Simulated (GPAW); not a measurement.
# GeNH3F (SMILES [NH2][GeH][F]): UAM05/real-space grid (scalar-relativistic datasets)

Wanted: energy and one-electron properties of GeNH3F. The job is set up through an ASE script.

The calculation is run with GPAW 26.7.0.

1 further run of the same task is left out (set aside as unsound or not needed).

### 1 The structure to begin with

GeNH3F: 6 atoms, total charge 0, spin state doublet. SMILES: `[NH2][GeH][F]`. Geometry: embedded from SMILES. This is one conformer, not always the lowest.

Bond lengths: N1–Ge2 1.864 Å, Ge2–F3 1.756 Å, N1–H4 1.044 Å, N1–H5 1.044 Å, Ge2–H6 1.550 Å. Angles: N1–Ge2–F3 109.5°, N1–Ge2–H6 109.4°, F3–Ge2–H6 109.5°, Ge2–N1–H4 106.7°, Ge2–N1–H5 106.7°, H4–N1–H5 106.8°.

### 2 Energy and one-electron properties at UAM05/real-space grid (scalar-relativistic datasets)

fgeh3n.py reads:

```python
from ase import Atoms
from ase.io import write
from gpaw import GPAW, setup_paths
from gpaw.atom.configurations import parameters
from gpaw.atom.generator import Generator
from rdkit import Chem
from rdkit.Chem import AllChem

rd = Chem.AddHs(Chem.MolFromSmiles("[NH2][GeH][F]"))
AllChem.EmbedMolecule(rd, randomSeed=371)
AllChem.UFFOptimizeMolecule(rd)
atoms = Atoms([a.GetSymbol() for a in rd.GetAtoms()], positions=rd.GetConformer().GetPositions())
write("start.xyz", atoms)
atoms.center(vacuum=5.0)
atoms.set_initial_magnetic_moments([0.333333, 0.333333, 0.333333, 0.0, 0.0, 0.0])

for symbol in ["F", "Ge", "H", "N"]:
    Generator(symbol, xcname="AM05", scalarrel=True, nofiles=True, txt=None).run(**parameters[symbol])
setup_paths.insert(0, ".")

gpaw_calc = GPAW(mode="fd",
                 h=0.18,
                 xc="AM05",
                 occupations={"name": "fermi-dirac", "width": 0.0, "fixmagmom": True},
                 eigensolver="davidson",
                 maxiter=100,
                 symmetry="off",
                 txt="-")
atoms.calc = gpaw_calc

energy = atoms.get_potential_energy()
print(f"Energy                  {energy:.5f} eV")
print("Moments:", atoms.get_magnetic_moments().round(3))

nsc = {}
for xc in ["GGA_X_SOGGA11+GGA_C_SOGGA11", "GGA_X_N12+GGA_C_N12", "LDA", "GGA_XC_XLYP", "HCTH407"]:
    nsc[xc] = energy + gpaw_calc.get_xc_difference(xc)
    print(f'{xc:32} {nsc[xc]:12.4f} eV')
```

Launch:

```sh
$ python fgeh3n.py > fgeh3n.log
```

Q: Predict the results. Wanted: energy as printed; dipole moment; HOMO energy; LUMO energy.

Answer, from the run:

Level: UAM05/real-space grid (scalar-relativistic datasets).

```
                                              quantity        value
energy as printed (from the program's reference atoms)  -27.3157 eV
                                         dipole moment       1.05 D
                    HOMO energy (highest over α and β)     -5.38 eV
                     LUMO energy (lowest over α and β)     -4.04 eV
```
